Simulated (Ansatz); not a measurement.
# HfTi4Si: the cost of one run

Method: DFT PBE, scalar-relativistic, plane waves, PAW, in Ansatz 0.2.0.

1 further run of the same task is left out (it didn't finish).

## (1) The starting structure

It takes space group F-43m (No. 216, cubic). Conventional cell: a = 7.163 Å, b = 7.163 Å, c = 7.163 Å, α = 90.00°, β = 90.00°, γ = 90.00°. Around Hf (site symmetry -43m) lie 12 Ti at 2.97 Å and 4 Si at 3.10 Å. Ti (site symmetry 3m) has 6 Ti at 2.52 to 2.55 Å and 3 Hf at 2.97 Å and 3 Si at 2.97 Å as nearest neighbours. Si (site symmetry -43m) has 12 Ti at 2.97 Å and 4 Hf at 3.10 Å as nearest neighbours.

Structure file:

```cif
data_structure
_symmetry_space_group_name_H-M 'F-43m'
_symmetry_Int_Tables_number 216
_cell_length_a 7.1634
_cell_length_b 7.1634
_cell_length_c 7.1634
_cell_angle_alpha 90.000
_cell_angle_beta 90.000
_cell_angle_gamma 90.000
_cell_volume 367.58
loop_
_atom_site_label
_atom_site_type_symbol
_atom_site_symmetry_multiplicity
_atom_site_Wyckoff_symbol
_atom_site_fract_x
_atom_site_fract_y
_atom_site_fract_z
_atom_site_occupancy
Hf1 Hf 4 d 0.25000 0.25000 0.75000 1
Ti1 Ti 16 e 0.37571 0.12429 0.12429 1
Si1 Si 4 a 0.00000 0.00000 0.00000 1
```

Recipe of the guess: species swapped into a database cell of CeYFe4 (F-43m, No. 216), with Hf on the Ce sites, Si on the Y sites and Ti on the Fe sites. Lengths come from tabulated atomic sizes and are only a guess.

## (2) The guess as it stands, on a coarse mesh

File input.yaml:

```yaml
crystal:
  lattice:
    - [0.0, 3.58167932, 3.58167932]
    - [3.58167932, 0.0, 3.58167932]
    - [3.58167932, 3.58167932, 0.0]
  atoms:
    - { symbol: Hf, position: [0.25, 0.25, 0.25] }
    - { symbol: Ti, position: [0.6242907, 0.12712789, 0.6242907] }
    - { symbol: Ti, position: [0.6242907, 0.6242907, 0.12712789] }
    - { symbol: Ti, position: [0.6242907, 0.6242907, 0.6242907] }
    - { symbol: Ti, position: [0.12712789, 0.6242907, 0.6242907] }
    - { symbol: Si, position: [0.0, 0.0, 0.0] }
basis:
  ecutwfc: 420
kpoints:
  mp_grid: { grid: [4, 4, 4] }
hamiltonian:
  xc: pbe
scf:
  occupations: { method: gaussian, width: 0.1 }
  lower_state_search: "off"
output:
  forces: true
  stress: true
  eigenvalues: true
```

The run is started by

```console
> ansatz run input.yaml --threads 1 --pin off --max-ram 2560MiB --backend cpu --events-out ev --progress --plain --runs-dir out
```

What time and memory should one allow on 1 thread of AMD EPYC 7R43 (Zen 3), shared host?

About 5.2 s, with a peak of 0.4 GiB.
